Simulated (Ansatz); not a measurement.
Born–Oppenheimer molecular dynamics of a periodic cell of 16 atoms, WC (start crystal WC, start structure P-6m2, volume 1 times the crystal's). It goes on from the last frame of an earlier run, with new velocities.

Computed with DFT PBEsol, scalar-relativistic, plane waves, PAW in Ansatz. Settings: accuracy low, PAW set soft_1, cutoff 420 eV, k mesh 3x3x3, fermi-dirac smearing 0.17 eV, no spin polarisation.

```yaml
ensemble: NVT, Langevin thermostat
time_step: 1 fs
steps_asked: 200
set_temperature: 1600 K
friction: 0.02 /fs
temperature_schedule: 150 steps to 300 K, then 50 steps to 300 K
seed: 829063
```

First frame:

```xyz
16
Lattice="-2.8861 -4.9989 0.0000 4.3291 -2.4994 0.0000 0.0000 0.0000 5.6483" Properties=species:S:1:pos:R:3
W -0.058 -5.048 0.063
C 1.355 -4.122 1.355
W -0.034 -4.950 2.913
C 1.433 -4.219 4.354
W -1.478 -2.577 0.193
C -0.040 -1.611 1.408
W -1.567 -2.534 2.846
C -0.356 -1.721 4.442
W 1.290 -2.476 0.074
C 2.762 -1.614 1.534
W 1.266 -2.530 2.830
C 2.650 -1.804 4.249
W -0.110 -0.015 0.057
C -1.417 -4.119 1.601
W -0.074 -0.061 2.879
C -1.554 -4.231 4.236
```

Q: What does the run give?

A: All steps were run.

- steps done: 200
- time covered: 200 fs
- mean temperature over the second half: 991 K
- spread of the potential energy over the second half: 44.8 meV per atom
- mean potential energy of the second half above the start: -49.3 meV per atom

The schedule's set-point averaged 409 K over the second half and the system 991 K, so it lags behind the ramp. A run of 0.2 ps of so small a system gives no equilibrium averages. Limits of this set-up: coarse k mesh, PAW files made for another functional, low accuracy level.

Q: What happens to the structure?

A: Mean squared displacements from the first frame to the last, about the centre of mass: W 0.01 Å², C 0.03 Å². Another seed would give other details.

Q: How do temperature and energy run in time?

A: 
```
time (fs)  T (K)  potential energy less start (eV)
        0   1500                             0.000
        6   1443                             0.365
       12   1611                             0.610
       18   2078                             0.154
       24   1812                             0.694
       30   1494                             0.932
       36   1615                             0.862
       42   1587                             0.925
       48   1354                             1.041
       54   1269                             1.098
       60   1619                             0.828
       66   1121                             1.113
       72   1046                             0.892
       78   1359                             0.179
       84   1279                            -0.050
       90   1165                             0.107
       96   1460                            -0.044
      102   1771                            -0.601
      108   1764                            -0.667
      114   1499                            -0.115
      120   1248                             0.103
      126   1189                            -0.020
      132   1009                            -0.072
      138    902                             0.074
      144    723                             0.101
      150    903                            -0.359
      156    905                            -0.904
      162    943                            -1.253
      168    742                            -1.346
      174    781                            -1.585
      180    736                            -1.804
      186    697                            -1.796
      192    584                            -1.653
      198    515                            -1.564
```

Time of the run: 26 min on 2 threads of Arm Neoverse V2, on a shared host, peak memory 0.64 GiB.
